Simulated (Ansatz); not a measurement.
# FGa: the cost of one run

Computed with Ansatz 0.2.0, Gaussian basis. Level: def2-QZVPP, all electrons in the functionals.

To be run: PBE, BLYP, r2SCAN, B97M-V, PBE0, B3LYP, at charge 0, triplet; charge 0, singlet; charge 0, quintet; charge 1, doublet; charge 1, quartet.

10 further runs of the same task are left out: 10 set aside as unsound or not needed.

## 1. What is computed

The geometry is a PBE0/def2-TZVP stationary point (not a proven minimum). No spin-orbit coupling is included. The filled d shell of Ga may be among the frozen orbitals whatever the setting's name suggests; the logs give the count.

2 atoms, charge 0, spin multiplicity 3.

Atoms are counted from 1 here; the program's logs count them from 0.

Bond lengths: F1–Ga2 1.764 Å.

Geometry (Å):

```xyz
2
charge 0, multiplicity 3
F     0.00000    0.00000    0.00000
Ga    0.00000    0.00000    1.76370
```

No dispersion term is added; B97M-V holds VV10 nonlocal correlation. B3LYP takes the VWN-RPA correlation.

The geometry shown and the zero of energy belong to the point charge 0, triplet. The yardstick, RCCSD(T), and other wave-function levels (R restricted, U unrestricted, valence and pair active spaces) come from earlier runs.

## 2. PBE, charge 0, triplet

in.yaml reads:

```yaml
crystal:
  periodic: [false, false, false]
  atoms:
    - {symbol: F, position_ang: [0.000000, 0.000000, 0.000000]}
    - {symbol: Ga, position_ang: [0.000000, 0.000000, 1.763700]}
basis:
  gaussian: {orbitals: "def2-QZVPP.json"}
magnetization: {spin_polarized: true, initial_magnetization: 2}
hamiltonian: {xc: {name: PBE}}
output: {orbitals: {seedname: orbitals}}
```

The run is started by

```
$ ansatz run in.yaml --threads 1 --pin off --events-out ev --progress --plain --max-ram 2393MiB
```

**Question.** How long does this run take on 1 thread of Arm Neoverse N1, shared host?

About 14 s.
